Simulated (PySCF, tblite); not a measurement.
# C₃H₁₂N₂OSi: geometry, infrared bands and NMR shifts

Aim: predict the infrared bands and NMR shifts of C₃H₁₂N₂OSi (`CCO[Si@H](N)NC`).

The runs use tblite 0.8.0 and PySCF 2.14.0, with density-fitted response routines of our own; the level of theory stands in each step. All values are computed, except where a source is named. Atoms are numbered from 0 throughout.

### Step 1. The starting structure

19 atoms, charge 0, multiplicity 1; geometry from: force field or distance geometry start.

Bonds of the start (Å): C0–C1 1.53, C1–O2 1.37, O2–Si3 1.73, Si3–N4 1.78, Si3–N5 1.76, N5–C6 1.41, C0–H7 1.11, C0–H8 1.11, C0–H9 1.13, C1–H10 1.12, C1–H11 1.12, Si3–H12 1.45, N4–H13 1.05, N4–H14 1.03, N5–H15 1.03, C6–H16 1.09, C6–H17 1.14, C6–H18 1.11.

### Step 2. Geometry optimisation with GFN2-xTB

The job: settings as JSON, then the geometry in Å.

```
{"job": {"kind": "relax", "xc": "GFN2-xTB", "basis": "xTB"}, "charge": 0, "multiplicity": 1}
C      3.092300    -0.755300     0.238200
C      1.729300    -0.070700     0.386900
O      1.030900    -0.272400    -0.780000
Si    -0.539900     0.462000    -0.748300
N     -0.384200     2.099100    -0.073200
N     -1.595300    -0.615400     0.163400
C     -2.942400    -0.714300    -0.252600
H      3.815900     0.004800    -0.129200
H      2.936100    -1.563500    -0.511900
H      3.423300    -1.225500     1.209500
H      1.945400     1.014300     0.550200
H      1.232200    -0.494100     1.297200
H     -0.966000     0.578300    -2.127300
H     -1.233500     2.676100    -0.291300
H     -0.157300     2.122200     0.935600
H     -1.368000    -0.800600     1.154400
H     -3.541700     0.194700    -0.181200
H     -3.432400    -1.485700     0.421100
H     -3.054400    -1.144800    -1.268800
```

Run with:

```sh
$ OMP_NUM_THREADS=1 python probes_run.py task.json out
```

This one command runs all jobs of the session in turn.

**Question.** This job is followed by: GFN2-xTB harmonic vibrations, gas phase; GIAO PBE0/pcSseg-1 NMR shielding, non-relativistic, gas phase. Predict these results of the whole session: strongest single infrared mode (GFN2-xTB); zero-point energy (GFN2-xTB); 13C shifts against TMS (PBE0/pcSseg-1); 1H shifts against TMS (PBE0/pcSseg-1, means over atoms taken as alike); 17O shifts against H2O (PBE0/pcSseg-1); 29Si shifts against TMS (PBE0/pcSseg-1); 15N shifts against NH3 (PBE0/pcSseg-1).

**Answer**, as computed:

```
                                                              quantity                                         value
                             strongest single infrared mode (GFN2-xTB)                         1160 cm⁻¹, 310 km/mol
                                          zero-point energy (GFN2-xTB)                                 98.1 kcal/mol
                                13C shifts against TMS (PBE0/pcSseg-1)                          60.1, 28.3, 20.7 ppm
1H shifts against TMS (PBE0/pcSseg-1, means over atoms taken as alike)  4.87, 4.15, 3.83, 2.69, 1.25, 0.56, 0.33 ppm
                                17O shifts against H2O (PBE0/pcSseg-1)                                      51.5 ppm
                               29Si shifts against TMS (PBE0/pcSseg-1)                                     -41.5 ppm
                                15N shifts against NH3 (PBE0/pcSseg-1)                                29.2, 24.6 ppm
```

In words: Over 152 steps the energy fell by 0.901 eV; of the close pairs, O2–Si3 changed most, 1.734 to 1.619 Å. All 51 modes are real, so the xTB geometry is a minimum. The strongest single mode, at 1160 cm⁻¹, moves mainly O2 and C1. GFN2-xTB is a fitted tight-binding method: band positions and strengths are rough. Its intensities can rank the bands wrongly. The most deshielded carbon is C1 (sp3 CH2 bonded to O), at 60.1 ppm: deshielded by the electronegative neighbour. At PBE0/pcSseg-1: Shielding is most anisotropic at O2 (span 80 ppm, paramagnetic term -115 ppm).
